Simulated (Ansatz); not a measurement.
**ZrBTe (element-swapped structure): how the settings move a single-point run**

Aim: see which settings change the result for ZrBTe (element-swapped structure), by how much, and at what cost.

Method: reference: DFT PBE, plane waves, PAW, scalar-relativistic, no spin polarisation, in Ansatz 0.2.0.

## 1. The structure to begin with

It takes space group P4/nmm (No. 129, tetragonal). The conventional cell has a = 3.530 Å, b = 3.530 Å, c = 9.146 Å, α = 90.00°, β = 90.00°, γ = 90.00°. B (site symmetry -4m2) is surrounded by 4 B at 2.50 Å and 4 Zr at 2.75 Å. Around Zr (site symmetry 4mm) lie 4 B at 2.75 Å and 4 Te at 2.77 Å. Te (site symmetry 4mm) has 4 Zr at 2.77 Å as nearest neighbours.

As a file:

```cif
data_structure
_symmetry_space_group_name_H-M 'P 1'
_symmetry_Int_Tables_number 1
_cell_length_a 3.5304
_cell_length_b 3.5304
_cell_length_c 9.1464
_cell_angle_alpha 90.000
_cell_angle_beta 90.000
_cell_angle_gamma 90.000
_cell_volume 114.00
loop_
_atom_site_label
_atom_site_type_symbol
_atom_site_fract_x
_atom_site_fract_y
_atom_site_fract_z
_atom_site_occupancy
B1 B 0.00000 0.00000 0.00000 1
B2 B 0.50000 0.50000 0.00000 1
Zr1 Zr 0.00000 0.50000 0.23000 1
Zr2 Zr 0.50000 0.00000 0.77000 1
Te1 Te 0.00000 0.50000 0.64000 1
Te2 Te 0.50000 0.00000 0.36000 1
```

## 2. The reference run

Contents of input.yaml:

```yaml
crystal:
  lattice:
    - [3.530373, 0.0, 0.0]
    - [0.0, 3.530373, 0.0]
    - [0.0, 0.0, 9.14644]
  atoms:
    - { symbol: B, position: [0.0, 0.0, 0.0] }
    - { symbol: B, position: [0.5, 0.5, 0.0] }
    - { symbol: Zr, position: [0.0, 0.5, 0.23] }
    - { symbol: Zr, position: [0.5, 0.0, 0.77] }
    - { symbol: Te, position: [0.0, 0.5, 0.64] }
    - { symbol: Te, position: [0.5, 0.0, 0.36] }
  symmetry: { tolerance: 0.0003 }
kpoints:
  mp_grid: { grid: [5, 5, 2], shift: [0, 0, 0] }
magnetization:
  spin_polarized: false
scf:
  occupations: { method: cold, width: 0.0102 }
hamiltonian:
  pseudopotentials: { kind: paw }
  xc: pbe
basis:
  ecutwfc: 420
output:
  forces: true
  stress: true
  eigenvalues: true
```

On the command line:

```sh
ansatz run input.yaml --threads 1 --pin off --max-ram 2560MiB --backend cpu --events-out ev --progress --plain --runs-dir out
```

## 3. Changed: spin_polarized true, xc rpbe, xc_grid 1

input.yaml, as its differences from that of step 2:

```diff
@@ -16,3 +16,3 @@
 magnetization:
-  spin_polarized: false
+  spin_polarized: true
 scf:
@@ -21,5 +21,6 @@
   pseudopotentials: { kind: paw }
-  xc: pbe
+  xc: rpbe
 basis:
   ecutwfc: 420
+  xc_grid: 1
 output:
```

## 4. Changing settings: mp_grid.shift [0.5, 0.5, 0.5], ecutwfc 33.1 Ry, ecutrho_ratio 4

input.yaml, as its differences from that of step 2:

```diff
@@ -14,3 +14,3 @@
 kpoints:
-  mp_grid: { grid: [5, 5, 2], shift: [0, 0, 0] }
+  mp_grid: { grid: [5, 5, 2], shift: [0.5, 0.5, 0.5] }
 magnetization:
@@ -23,3 +23,4 @@
 basis:
-  ecutwfc: 420
+  ecutwfc: "33.1 Ry"
+  ecutrho_ratio: 4
 output:
```

## 5. Changing settings: ecutwfc 300 eV, ecutrho_ratio 12

input.yaml, as its differences from that of step 2:

```diff
@@ -23,3 +23,4 @@
 basis:
-  ecutwfc: 420
+  ecutwfc: "300 eV"
+  ecutrho_ratio: 12
 output:
```

## 6. Variant: eigensolver.kind davidson

input.yaml, as its differences from that of step 2:

```diff
@@ -19,2 +19,3 @@
   occupations: { method: cold, width: 0.0102 }
+  eigensolver: { kind: davidson }
 hamiltonian:
```

Before running it: what results should come out? Wanted: for each run, ending; energy change; pressure; gap; abs. moment; force.

As calculated:

```csv
run,ending,energy change,pressure (GPa),gap (eV),abs. moment (μB),force (eV/Å),cycles,time
reference,converged,0,2.7,0.00,0.00,3.05,7,4 s
"1: spin_polarized true, xc rpbe, xc_grid 1",converged,not comparable,4.7,-,0.33,3.05,14,7 s
"2: mp_grid.shift [0.5, 0.5, 0.5], ecutwfc 33.1 Ry, ecutrho_ratio 4",converged,+0.8 meV/atom,3.4,0.00,0.00,3.03,9,2 s
"3: ecutwfc 300 eV, ecutrho_ratio 12",converged,+39.5 meV/atom,2.7,0.00,0.00,3.06,7,2.3 s
4: eigensolver.kind davidson,converged,0.0 meV/atom,2.7,0.00,0.00,3.05,8,3.7 s
```

Residual by cycle in the longest SCF loop of each run; runs are numbered as in the table. The quantity is the density residual dr2, in eV.

```csv
cycle,reference,run 1,run 2,run 3,run 4
1,0.0186,62.1,0.0748,0.0241,0.0197
2,0.00837,9.9,0.0209,0.00771,0.00833
3,2.1e-4,0.77,0.0286,8.8e-4,3.2e-4
5,7.5e-6,0.282,1.5e-4,2.8e-6,3.1e-6
6,1.3e-6,0.0251,1.5e-4,4.0e-7,6.3e-7
7,4.3e-8,0.00576,9.4e-5,3.6e-8,1.2e-7
8,-,6.1e-4,1.9e-5,-,5.5e-9
9,-,1.3e-4,4.4e-9,-,-
10,-,8.4e-6,-,-,-
12,-,1.9e-8,-,-,-
13,-,2.1e-9,-,-,-
14,-,2.0e-10,-,-,-
```

What this shows: Of the converged runs whose energies compare with the reference's, «ecutwfc 300 eV, ecutrho_ratio 12» moves the energy most (+39.5 meV/atom) and «eigensolver.kind davidson» least (0.0 meV/atom). Run 3 ran under the cutoff that the potentials recommend, as the log warns, so basis error is mixed into its values. Of the variants the dearest is «spin_polarized true, xc rpbe, xc_grid 1» (7 s), the cheapest «mp_grid.shift [0.5, 0.5, 0.5], ecutwfc 33.1 Ry, ecutrho_ratio 4» (2 s), on a shared host.

The reference is no final answer either: its mesh is coarse for a cell with so small a gap or none; the cell is far from equilibrium (forces up to 3.1 eV/Å), so its values aren't those of the relaxed material; the structure is made up and not relaxed.
